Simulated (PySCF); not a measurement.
# C₃H₅AlClF: magnetic properties

An exercise on one series of results from a longer session: the logs are not shown, and one member is left open.

Programs: PySCF 2.14.0, with routines of our own; each step states its level. All values are computed. Atoms count from 0.

## The starting structure

11 atoms, charge 0, multiplicity 1; geometry from: GFN2-xTB.

The first run:

The job: settings as JSON, then the geometry in Å.

```
{"job": {"xc": "PBE0", "basis": "def2-SVP", "d3": "d3bj", "grid": 1, "kind": "geom"}, "charge": 0, "multiplicity": 1}
C     -1.969982    -0.125651    -0.158130
C     -0.605963    -0.292864    -0.737134
C      0.568820    -0.032265    -0.195544
Cl     0.579043     0.633055     1.538820
Al     2.446073     0.202768     0.389974
F      3.325564     1.527576    -0.043001
H     -2.470209    -1.092685    -0.114119
H     -1.929878     0.297802     0.841793
H     -2.564277     0.525318    -0.798521
H     -0.576008    -0.683963    -1.747583
H      3.202241    -0.956420     0.997481
```

Started as:

```
> OMP_NUM_THREADS=1 python excited_run.py task.json out
```

One launch serves the whole session: the jobs run in the order shown.

Steps of the session up to this table: Relaxing the molecule at PBE0-D3(BJ)/def2-SVP; Magnetic properties: GIAO B3LYP/aug-pcSseg-1; Magnetic properties: GIAO KT2/3-21G; Magnetic properties: GIAO KT1/IGLO-II; Magnetic properties: GIAO B97-D/6-31G.

One table of the session follows, with a row left open; its other results are not shown here.

It belongs to the step «Magnetic properties side by side». 

```
                  level  gap (eV)
GIAO B3LYP/aug-pcSseg-1         ?
         GIAO KT2/3-21G      4.68
       GIAO KT1/IGLO-II      4.67
       GIAO B97-D/6-31G      4.69
```

**Question.** Estimate the row for GIAO B3LYP/aug-pcSseg-1.

The run gave: gap (eV): 6.13. In the column «gap (eV)» it is the highest.

Caveats from the session: Vibrational averaging and real surroundings are missing from these values.
